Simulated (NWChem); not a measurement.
# ZnH2 (SMILES [ZnH2]) at TPSSh/6-31G, part 2 of 2

NWChem 7.3.0. Earlier steps stand in the parts before.

### 3 The doublet cation at the same level

Contents of h2zn.nw:

```
start h2zn
title "H2Zn TPSSh"
memory total 2200 mb
charge 1

geometry units angstrom noautosym nocenter noautoz
Zn   -0.003700   -0.021600   -0.004400
H     0.590600    1.324200    0.465500
H    -0.597900   -1.367400   -0.474400
end

basis "ao basis" spherical bse
* library 6-31G
end

dft
xc xctpssh
mult 2
grid fine
convergence energy 1e-08
iterations 100
mulliken
print low
end

task dft energy
```

Command:

```console
$ nwchem h2zn.nw > h2zn.out
```

Log:

```text
Northwest Computational Chemistry Package (NWChem) 7.3.0
             --------------------------------------------------------

           Job information
           ---------------

    nwchem branch   = 7.3.0
    use scalapack   = T
    input           = h2zn.nw
    prefix          = h2zn.
    data base       = ./h2zn.db
    status          = startup
    nproc           =        1

           Memory information
           ------------------

    heap     =     72089596 doubles =      550.0 Mbytes
    stack    =     72089601 doubles =      550.0 Mbytes
    global   =    144179200 doubles =     1100.0 Mbytes (distinct from heap & stack)
    total    =    288358397 doubles =     2200.0 Mbytes
    verify   = yes
    hardfail = no

           Directory information
           ---------------------

  0 permanent = .
  0 scratch   = .

                                NWChem Input Module
                                -------------------

                                    H2Zn TPSSh
                                    ----------

 Scaling coordinates for geometry "geometry" by  1.889725989
 (inverse scale =  0.529177249)

                             Geometry "geometry" -> ""
                             -------------------------

 Output coordinates in angstroms (scale by  1.889725989 to convert to a.u.)

  No.       Tag          Charge          X              Y              Z
 ---- ---------------- ---------- -------------- -------------- --------------
    1 Zn                  30.0000    -0.00370000    -0.02160000    -0.00440000
    2 H                    1.0000     0.59060000     1.32420000     0.46550000
    3 H                    1.0000    -0.59790000    -1.36740000    -0.47440000

      Atomic Mass
      -----------

      Zn                63.929100
      H                  1.007825

 Effective nuclear repulsion energy (a.u.)      20.7299112320

            Nuclear Dipole moment (a.u.)
            ----------------------------
        X                 Y               Z
 ---------------- ---------------- ----------------
    -0.2235545844    -1.3061786033    -0.2662623918

            XYZ format geometry
            -------------------
     3
 geometry
 Zn                   -0.00370000    -0.02160000    -0.00440000
 H                     0.59060000     1.32420000     0.46550000
 H                    -0.59790000    -1.36740000    -0.47440000

 ==============================================================================
                                internuclear distances
 ------------------------------------------------------------------------------
       center one      |      center two      | atomic units |  angstroms
 ------------------------------------------------------------------------------
    2 H                |   1 Zn               |     2.91850  |     1.54440
    3 H                |   1 Zn               |     2.91848  |     1.54439
 ------------------------------------------------------------------------------
                         number of included internuclear distances:          2
 ==============================================================================

 ==============================================================================
                                 internuclear angles
 ------------------------------------------------------------------------------
        center 1       |       center 2       |       center 3       |  degrees
 ------------------------------------------------------------------------------
    2 H                |   1 Zn               |   3 H                |   179.99
 ------------------------------------------------------------------------------
                            number of included internuclear angles:          1
 ==============================================================================

 Summary of "ao basis" -> "" (spherical)
 ------------------------------------------------------------------------------
       Tag                 Description            Shells   Functions and Types
 ---------------- ------------------------------  ------  ---------------------
 *                           6-31G                    on all atoms

                                 NWChem DFT Module
                                 -----------------

                                    H2Zn TPSSh

                      Basis "ao basis" -> "ao basis" (spherical)
                      -----
  [basis functions not shown]

 Summary of "ao basis" -> "ao basis" (spherical)
 ------------------------------------------------------------------------------
       Tag                 Description            Shells   Functions and Types
 ---------------- ------------------------------  ------  ---------------------
 Zn                          6-31G                  11       27   5s4p2d
 H                           6-31G                   2        2   2s

  Caching 1-el integrals
   Time after variat. SCF:      0.3

     ---------------------------------------------
      Total Density - Mulliken Population Analysis
     ---------------------------------------------

    Atom       Charge   Shell Charges
 -----------   ------   -------------------------------------------------------
    1 Zn  30    29.69   2.00  2.00  6.00  2.00  6.01  1.20  0.38  0.10 -0.00  7.79  2.21
    2 H    1     0.65   0.30  0.35
    3 H    1     0.65   0.30  0.35

     --------------------------------------------
      Spin Density - Mulliken Population Analysis
     --------------------------------------------

    Atom       Charge   Shell Charges
 -----------   ------   -------------------------------------------------------
    1 Zn  30     0.40  -0.00 -0.00 -0.00 -0.00 -0.00  0.00  0.41  0.00 -0.01  0.00  0.00
    2 H    1     0.30   0.15  0.15
    3 H    1     0.30   0.15  0.15
   Time prior to 1st pass:      0.3

           Memory utilization after 1st SCF pass:
           Heap Space remaining (MW):       37.40            37401548
          Stack Space remaining (MW):       72.09            72089180

   convergence    iter        energy       DeltaE   RMS-Dens  Diis-err    time
 ---------------- ----- ----------------- --------- --------- ---------  ------
 d= 0,ls=0.0,diis     1  -1779.1767906473 -1.80D+03  7.50D-02  3.06D+00     0.7
                                                     7.82D-02  3.02D+00
 d= 0,ls=0.5,diis     2  -1762.3805374014  1.68D+01  6.21D-02  3.70D+01     1.0
                                                     6.11D-02  2.80D+01
 d= 0,ls=0.5,diis     3  -1779.2427076227 -1.69D+01  1.02D-02  9.97D-01     1.4
                                                     9.36D-03  7.17D-01
 d= 0,ls=0.5,diis     4  -1779.4244686029 -1.82D-01  5.94D-03  5.23D-01     1.8
                                                     5.40D-03  3.97D-01
 d= 0,ls=0.5,diis     5  -1779.5176735887 -9.32D-02  4.16D-03  1.27D-01     2.1
                                                     3.55D-03  9.36D-02
  Resetting Diis
 d= 0,ls=0.5,diis     6  -1779.5463727386 -2.87D-02  1.99D-03  1.09D-02     2.5
                                                     1.64D-03  7.82D-03
 d= 0,ls=0.5,diis     7  -1779.5500946060 -3.72D-03  9.36D-04  5.40D-04     2.8
                                                     1.74D-03  5.26D-04
 d= 0,ls=0.5,diis     8  -1779.5526599490 -2.57D-03  3.79D-04  3.69D-04     3.2
                                                     4.41D-03  2.02D-03
 d= 0,ls=0.5,diis     9  -1779.5694387635 -1.68D-02  4.89D-04  3.51D-03     3.5
                                                     8.84D-03  1.40D-02
 d= 0,ls=0.5,diis    10  -1779.6253775588 -5.59D-02  2.97D-04  7.39D-02     3.9
                                                     1.01D-02  7.08D-02
 d= 0,ls=0.5,diis    11  -1779.6594290358 -3.41D-02  1.34D-04  3.41D-01     4.3
                                                     7.42D-03  2.66D-01
 d= 0,ls=0.5,diis    12  -1779.6473750490  1.21D-02  6.01D-05  6.19D-01     4.6
                                                     4.67D-03  5.03D-01
 d= 0,ls=0.5,diis    13  -1779.6332309015  1.41D-02  2.80D-05  7.70D-01     5.0
                                                     2.86D-03  6.34D-01
 d= 0,ls=0.5,diis    14  -1779.6269605320  6.27D-03  5.17D-04  8.30D-01     5.3
                                                     1.75D-03  6.86D-01
 d= 0,ls=0.5,diis    15  -1779.6367025598 -9.74D-03  7.56D-04  7.95D-01     5.7
                                                     1.11D-03  6.57D-01
 d= 0,ls=0.5,diis    16  -1779.6507674696 -1.41D-02  1.85D-04  7.35D-01     6.1
                                                     6.57D-04  6.07D-01
 d= 0,ls=0.5,diis    17  -1779.6439286477  6.84D-03  1.57D-04  7.74D-01     6.4
                                                     4.07D-04  6.40D-01
 d= 0,ls=0.5,diis    18  -1779.6476975977 -3.77D-03  8.13D-05  7.56D-01     6.8
                                                     2.51D-04  6.25D-01
 d= 0,ls=0.5,diis    19  -1779.6489983743 -1.30D-03  1.41D-03  7.51D-01     7.1
                                                     8.15D-04  6.21D-01
 d= 0,ls=0.5,diis    20  -1779.6796376848 -3.06D-02  6.81D-03  6.04D-01     7.5
                                                     3.57D-03  4.97D-01
 d= 0,ls=0.5,diis    21  -1779.7825772654 -1.03D-01  4.81D-03  1.17D-01     7.9
                                                     2.64D-03  9.11D-02
 d= 0,ls=0.5,diis    22  -1779.8096217065 -2.70D-02  2.06D-03  7.07D-03     8.2
                                                     1.13D-03  4.15D-03
 d= 0,ls=0.5,diis    23  -1779.8125800821 -2.96D-03  9.47D-04  1.02D-03     8.6
                                                     5.39D-04  4.70D-04
 d= 0,ls=0.5,diis    24  -1779.8131568207 -5.77D-04  4.76D-04  2.75D-04     8.9
                                                     2.71D-04  1.38D-04
 d= 0,ls=0.5,diis    25  -1779.8133074092 -1.51D-04  2.64D-04  7.84D-05     9.3
                                                     1.43D-04  4.09D-05
 d= 0,ls=0.5,diis    26  -1779.8133520645 -4.47D-05  1.37D-04  1.64D-05     9.7
                                                     7.18D-05  6.74D-06
 d= 0,ls=0.5,diis    27  -1779.8133633942 -1.13D-05  7.38D-05  4.26D-06    10.0
                                                     3.80D-05  1.59D-06
 d= 0,ls=0.5,diis    28  -1779.8133665713 -3.18D-06  4.00D-05  1.09D-06    10.4
                                                     2.07D-05  3.57D-07
 d= 0,ls=0.5,diis    29  -1779.8133674921 -9.21D-07  2.17D-05  2.78D-07    10.7
                                                     1.14D-05  9.04D-08
 d= 0,ls=0.5,diis    30  -1779.8133677673 -2.75D-07  1.17D-05  7.37D-08    11.1
                                                     6.51D-06  2.91D-08
 d= 0,ls=0.5,diis    31  -1779.8133678543 -8.70D-08  6.35D-06  2.05D-08    11.5
                                                     3.92D-06  1.10D-08
 d= 0,ls=0.5,diis    32  -1779.8133678845 -3.01D-08  3.50D-06  6.10D-09    11.8
                                                     2.43D-06  4.73D-09
 d= 0,ls=0.5,diis    33  -1779.8133678958 -1.13D-08  1.96D-06  1.89D-09    12.2
                                                     1.60D-06  2.18D-09
 d= 0,ls=0.5,diis    34  -1779.8133679003 -4.58D-09  1.10D-06  6.22D-10    12.5
                                                     1.07D-06  1.06D-09

         Total DFT energy =    -1779.813367902309
      One electron energy =    -2514.498043923596
           Coulomb energy =      785.558912769701
    Exchange-Corr. energy =      -71.604147980405
 Nuclear repulsion energy =       20.729911231991

 Numeric. integr. density =       30.999999185700

     Total iterative time =     12.6s

     ---------------------------------------------
      Total Density - Mulliken Population Analysis
     ---------------------------------------------

    Atom       Charge   Shell Charges
 -----------   ------   -------------------------------------------------------
    1 Zn  30    29.22   2.00  2.00  6.00  2.00  6.00  1.01  0.29  0.03 -0.03  6.79  3.13
    2 H    1     0.89   0.43  0.46
    3 H    1     0.89   0.43  0.46

     --------------------------------------------
      Spin Density - Mulliken Population Analysis
     --------------------------------------------

    Atom       Charge   Shell Charges
 -----------   ------   -------------------------------------------------------
    1 Zn  30     0.06  -0.00 -0.00  0.00  0.00  0.00 -0.16  0.29 -0.04 -0.03  0.00 -0.00
    2 H    1     0.47   0.25  0.23
    3 H    1     0.47   0.25  0.23

     -------------------------------------------
      Total Density - Lowdin Population Analysis
     -------------------------------------------

    Atom       Charge   Shell Charges
 -----------   ------   -------------------------------------------------------
    1 Zn  30    29.31   2.00  2.00  5.99  1.99  5.97  0.75  0.31  0.30  0.07  6.64  3.28
    2 H    1     0.85   0.41  0.44
    3 H    1     0.85   0.41  0.44

     ------------------------------------------
      Spin Density - Lowdin Population Analysis
     ------------------------------------------

    Atom       Charge   Shell Charges
 -----------   ------   -------------------------------------------------------
    1 Zn  30     0.20  -0.00 -0.00  0.00 -0.00  0.01 -0.11  0.28 -0.04  0.07  0.00 -0.00
    2 H    1     0.40   0.23  0.17
    3 H    1     0.40   0.23  0.17

     --------------------------
     Expectation value of S2:
     --------------------------
      <S2> =      0.7769 (Exact =     0.7500)

 Task  times  cpu:       12.9s     wall:       12.9s
 Total times  cpu:       12.9s     wall:       12.9s
```

Wall time 14 s (1 thread of Intel Xeon 6975P-C (Granite Rapids), shared host); peak memory 0.11 GiB.

### 4 Outcome

This closing draws on all 2 parts.

Level: TPSSh/6-31G.

```
                                          quantity           value
                        singlet ZnH2: total energy  -1780.19853 Eh
                      doublet cation: total energy  -1779.81337 Eh
                              doublet cation: ⟨S²⟩           0.777
vertical ionisation energy (to the doublet cation)       10.481 eV
```

Removing an electron at fixed nuclei costs 10.48 eV (242 kcal/mol). Mulliken charges (singlet ZnH2) run from -0.13 on H2 to +0.26 on Zn1; they depend strongly on the basis.
